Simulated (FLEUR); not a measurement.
## GdO in FLEUR: the effect of Hubbard term

Crystal: GdO.

```xyz
2
Lattice="0.0000 2.7000 2.7000 2.7000 0.0000 2.7000 2.7000 2.7000 0.0000" Properties=species:S:1:pos:R:3 pbc="T T T"
Gd    0.0000    0.0000    0.0000
O     4.0500    4.0500    4.0500
```

Alike in all runs:

* Program: FLEUR MaX-R8.1 (later development tree)
* Task: single point
* Functional: PBEsol
* Potentials or basis: all-electron
* Basis: FLAPW
* Kmax: 4.5 1/bohr
* k mesh: 7 × 7 × 7
* Occupations: fermi-dirac, width 0.05 eV
* Spin: collinear spin, ferromagnetic start
* Starting moments: [7.0, 0.0] μB
* Gmax: 14 1/bohr
* Muffin-tin radii: Gd 2.46, O 1.6 bohr
* lmax: Gd 10, O 8
* lnonsphr: Gd 10, O 8
* Local orbitals a species: Gd 4, O 3
* Max iterations: 100

Problem. One run gave: moment 7.47 μB. Which Hubbard term did it use?
A. Gd f U = 0.0 eV
B. Gd f U = 4 eV
C. Gd f U = 3 eV
D. Gd f U = 2 eV
E. Gd f U = 5 eV

Solution. A.

```csv
Hubbard term,moment (μB)
Gd f U = 0.0 eV,7.47
Gd f U = 2 eV,7.83
Gd f U = 3 eV,7.88
Gd f U = 4 eV,7.91
Gd f U = 5 eV,7.91
Gd f U = 6 eV,7.91
```

Caveats: a cell with one magnetic atom can't hold antiferromagnetic order, which such compounds often take.
